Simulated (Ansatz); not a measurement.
This script for Ansatz 0.2.0, Python API starts 3 runs on K, space group P4/mmm. What input does the engine get in each?

`edit_k.py`
```python
import warnings

import ansatz as az
from pymatgen.core import Lattice, Structure
from pymatgen.io.ase import AseAtomsAdaptor

warnings.simplefilter('ignore', az.DeckWarning)

pmg_structure = Structure(
    Lattice([(10.079606, 0.0, 0.0), (0.0, 10.079606, 0.0), (0.0, 0.0, 4.324598)]),
    ['K'],
    [
        (0.0, 0.0, 0.0),
    ],
)
crystal = az.Crystal.from_ase(AseAtomsAdaptor.get_atoms(pmg_structure))

calc = crystal.calculation()
calc = calc.functional(az.Functional.R2SCAN).basis(650)
calc = calc.kpoints(3, 3, 6, center='gamma')
calc = calc.occupations('fermi_dirac', width=0.1)
calc = calc.band_table()
typed = calc.input()
rows = []
for value in [1, 2, 3]:
    edited = typed.set(az.key.basis.xc_grid, value)
    report = az.Session.from_dict(edited).plan().execute().report
    rows.append((value, report['free_energy_ev'], report['n_iterations'], len(report['eigenvalues_ev'][0]) if 'eigenvalues_ev' in report else 0))
print('       xc grid            F eV      iterations    bands listed')
for row in rows:
    print(f'{str(row[0]):>14s}  {row[1]:14.5f}  {row[2]:14d}  {row[3]:14d}')
print(edited.to_yaml())
```

Run 1:
```yaml
crystal:
  lattice:
    - [10.079606, 0.0, 0.0]
    - [0.0, 10.079606, 0.0]
    - [0.0, 0.0, 4.324598]
  atoms:
    - { symbol: K, position: [0.0, 0.0, 0.0] }
basis:
  ecutwfc: 650.0
  xc_grid: 1
kpoints:
  mp_grid:
    grid: [3, 3, 6]
    shift: [0.0, 0.0, 0.0]
hamiltonian:
  xc: r2scan
scf:
  occupations:
    method: fermi_dirac
    width: 0.1
output:
  eigenvalues: true
```

Run 2, against run 1:
```diff
-  xc_grid: 1
+  xc_grid: 2
```

Run 3, against run 1:
```diff
-  xc_grid: 1
+  xc_grid: 3
```

Output of `python edit_k.py`:
```text
       xc grid            F eV      iterations    bands listed
             1     -1541.94421               6               9
             2     -1541.94413               6               9
             3     -1541.94413               6               9
crystal:
  lattice:
    - [10.079606, 0.0, 0.0]
    - [0.0, 10.079606, 0.0]
    - [0.0, 0.0, 4.324598]
  atoms:
    - { symbol: K, position: [0.0, 0.0, 0.0] }
basis:
  ecutwfc: 650.0
  xc_grid: 3
kpoints:
  mp_grid:
    grid: [3, 3, 6]
    shift: [0.0, 0.0, 0.0]
hamiltonian:
  xc: r2scan
scf:
  occupations:
    method: fermi_dirac
    width: 0.1
output:
  eigenvalues: true
```

Absolute energies stand on the zero of these potentials, so only differences at equal settings mean something. A total without «per atom» is that of the cell as typed. The cell holds an odd number of electrons and is run without spin, so a magnetic state may lie lower. The cell holds layers, chains or clusters in vacuum, no bulk phase. For a metal this k-point mesh is coarse: on a finer one energies can move by several to tens of meV an atom and pressures by half a GPa or more, differences at one mesh by less. Points of the mesh across the vacuum add cost only. This isn't the structure that K takes at ambient conditions. Run time: 26 s on 1 thread of Arm Neoverse V2 (shared host), peak memory 1.1 GiB.

(Lines on the test bed's own set-up are left out of the output.)
